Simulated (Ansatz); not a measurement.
# BBr₂F: ionisation energy by level of theory

Aim: the vertical ionisation energy of BBr₂F, as cation minus neutral at the neutral's geometry, on several levels, and how well −ε(HOMO) stands in for it.

The runs use Ansatz 0.2.0, Gaussian basis; unrestricted cation, the program's frozen cores in correlated methods.

Plan: UKS PBE-D4/def2-TZVPP; UKS r2SCAN-D4/def2-TZVPP; UKS PBE0-D4/def2-TZVPP; UKS B3LYP-D4/def2-TZVPP; UKS wB97X-V/def2-TZVPP; UKS wB97M-V/def2-TZVPP; UKS B2PLYP/def2-TZVPP; UHF-CCSD(T)/def2-TZVPP; UHF-MP2/def2-QZVPP; extrapolation to the limit; then −ε(HOMO) from the neutral's earlier runs with LDA (SPW92), PBE-D4, revPBE-D4, BLYP-D4, r2SCAN-D4, B97M-V, PBE0-D4, B3LYP-D4, r2SCANh-D4, r2SCAN0-D4, HSE06-D4, BHLYP-D4, CAM-B3LYP-D4, LC-ωPBE, ωB97X-V, ωB97M-V.

## (1) The relaxed structure

The geometry comes from an earlier relaxation with PBE0-D4 in a triple-zeta def2 set; it is a stationary point.

SMILES `FB(Br)Br`, 4 atoms, charge 0, spin multiplicity 1.

Atoms are counted from 1 here; the program's logs count them from 0.

Bond lengths: F1–B2 1.307 Å, B2–Br3 1.901 Å, B2–Br4 1.901 Å. Angles: F1–B2–Br3 119.1°, F1–B2–Br4 119.1°, Br3–B2–Br4 121.8°.

## (2) Cation, UKS PBE-D4/def2-TZVPP

Contents of in.yaml:

```yaml
crystal:
  periodic: [false, false, false]
  atoms:
    - {symbol: F, position_ang: [1.336279, 0.443607, 0.346472]}
    - {symbol: B, position_ang: [0.138198, 0.028051, 0.027989]}
    - {symbol: Br, position_ang: [-0.470947, -1.642032, 0.700916]}
    - {symbol: Br, position_ang: [-0.947929, 1.110075, -1.095678]}
basis:
  gaussian: {orbitals: def2-TZVPP}
total_charge: 1
magnetization: {spin_polarized: true, initial_magnetization: 1}
hamiltonian: {xc: pbe, dispersion: d4}
```

Started as:

```sh
$ ansatz run in.yaml --threads 4 --pin off --events-out ev --progress --plain --max-ram 10444MiB
```

Further steps of the session: Cation, UKS r2SCAN-D4/def2-TZVPP; Cation, UKS PBE0-D4/def2-TZVPP; Cation, UKS B3LYP-D4/def2-TZVPP; Cation, UKS wB97X-V/def2-TZVPP; Cation, UKS wB97M-V/def2-TZVPP; Cation, UKS B2PLYP (frozen core)/def2-TZVPP; Cation, UHF-CCSD(T)/def2-TZVPP; Cation, UHF-MP2/def2-QZVPP.

Before running them: what should the planned runs give, taken together? Wanted: ionisation energy, CCSD(T)/CBS; nearest functional by difference; nearest −ε(HOMO); −ε(HOMO) of PBE; T1 of the cation.

**Answer**, as computed:

| quantity | value |
| --- | --- |
| ionisation energy, CCSD(T)/CBS | 11.39 eV |
| nearest functional by difference | ωB97X-V (-0.21 eV) |
| nearest −ε(HOMO) | LC-ωPBE (-0.03 eV) |
| −ε(HOMO) of PBE | 7.31 eV |
| T1 of the cation | 0.044 |

**Reading.** Energy differences with functionals land within 0.92 eV of the reference. The PBE orbital energy is 4.1 eV too small: a semilocal HOMO is no ionisation energy. Among orbital estimates LC-ωPBE comes nearest. Hartree-Fock falls 0.84 eV short, as the neutral has more correlation energy than the cation. The cation's T1 (from the report) is 0.044, near the customary mark of 0.045 for open shells, so the coupled-cluster value is less safe. Correlated methods include outer-core shells of Br, which these sets cover unevenly. With outer-core shells in play the reference is unsure by up to some tenths of an eV, so close misses can't be ranked.
